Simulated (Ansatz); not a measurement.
# GaH₅S (built from SMILES S.[GaH3]): a short trajectory

Aim: follow the atoms for 80 steps of 0.75 fs with a Langevin thermostat, with velocities drawn for 1000 K, and see to which side of the barrier the system falls.

Method: BHLYP-D4/pcseg-2; program: Ansatz 0.2.0, Gaussian basis.

1 further run of the same task is left out (it didn't finish).

**1. The starting structure**

The start, a first-order saddle point found at PBE0-D4 in triple zeta: 7 atoms, charge 0, spin multiplicity 1.

Atoms are counted from 1 here; the program's logs count them from 0.

Bond lengths: Ga1–H2 1.727 Å, Ga1–H3 1.553 Å, Ga1–H4 1.553 Å, Ga1–H5 1.874 Å, Ga1–S6 2.469 Å, H5–S6 1.632 Å, S6–H7 1.343 Å. Angles: H2–Ga1–H3 108.0°, H2–Ga1–H4 109.3°, H2–Ga1–H5 35.9°, H2–Ga1–S6 77.3°, H3–Ga1–H4 133.1°, H3–Ga1–H5 111.7°, H3–Ga1–S6 106.1°, H4–Ga1–H5 115.2°, H4–Ga1–S6 109.1°, H5–Ga1–S6 41.4°, Ga1–H5–S6 89.3°, Ga1–S6–H5 49.4°, Ga1–S6–H7 93.9°, H5–S6–H7 90.7°.

As a file:

```xyz
7
GaH5S
Ga   -0.79595   -0.34287   -0.29232
H     0.42616    0.21052   -1.37921
H    -0.99575   -1.86426   -0.53084
H    -1.77802    0.82153    0.01270
H     1.00744    0.14816   -0.42561
S     1.18056   -0.13453    1.17195
H     0.95567    1.16144    1.44322
```

**2. The run**

Contents of md/in.yaml:

```yaml
crystal:
  periodic: [false, false, false]
  atoms:
    - {symbol: Ga, position_ang: [-0.795948, -0.342870, -0.292323]}
    - {symbol: H, position_ang: [0.426160, 0.210522, -1.379207]}
    - {symbol: H, position_ang: [-0.995751, -1.864260, -0.530838]}
    - {symbol: H, position_ang: [-1.778025, 0.821529, 0.012701]}
    - {symbol: H, position_ang: [1.007436, 0.148164, -0.425611]}
    - {symbol: S, position_ang: [1.180560, -0.134529, 1.171953]}
    - {symbol: H, position_ang: [0.955669, 1.161443, 1.443225]}
basis:
  gaussian: {orbitals: pcseg-2}
hamiltonian: {xc: {name: BHLYP}, dispersion: d4}
md: {n_steps: 80, timestep: 0.75, temperature: 1000, ensemble: nvt_langevin, seed: 0, friction: 0.05, initial_velocities: maxwell_boltzmann}
```

The run is started by

```console
ansatz run in.yaml --threads 2 --pin off --events-out ev --progress --plain --max-ram 4352MiB
```

What does the calculation give? Wanted: temperature at the start; mean temperature, second half; lowest and highest potential energy, from the first frame; largest change of potential + kinetic; bonds lost by distance; bonds made by distance.

As calculated:

| quantity | value |
| --- | --- |
| length | 80 steps, 60.0 fs |
| temperature at the start | 857 K |
| mean temperature, second half | 1167 K |
| lowest and highest potential energy, from the first frame | -1218 and 180 meV |
| largest change of potential + kinetic | 1080.8 meV |
| bonds lost by distance | Ga1–H2, H5–S6 |
| bonds made by distance | H2–H5 |

**Reading.** By the last frame it has moved towards the side where Ga1–S6, H2–H5 form. The system runs downhill by 1.22 eV, and that energy turns into motion. The thermostat trades energy with the molecule, so the sum of potential and kinetic energy isn't conserved: it changes by -731 meV over the run. The mean temperature of the second half is still well above the 1000 K set. With 7 atoms the instant temperature spans 857 to 1606 K. Under Langevin the temperature counts 3N degrees of freedom, more than the drawn velocities fill, so it starts at 857 K, not 1000 K.
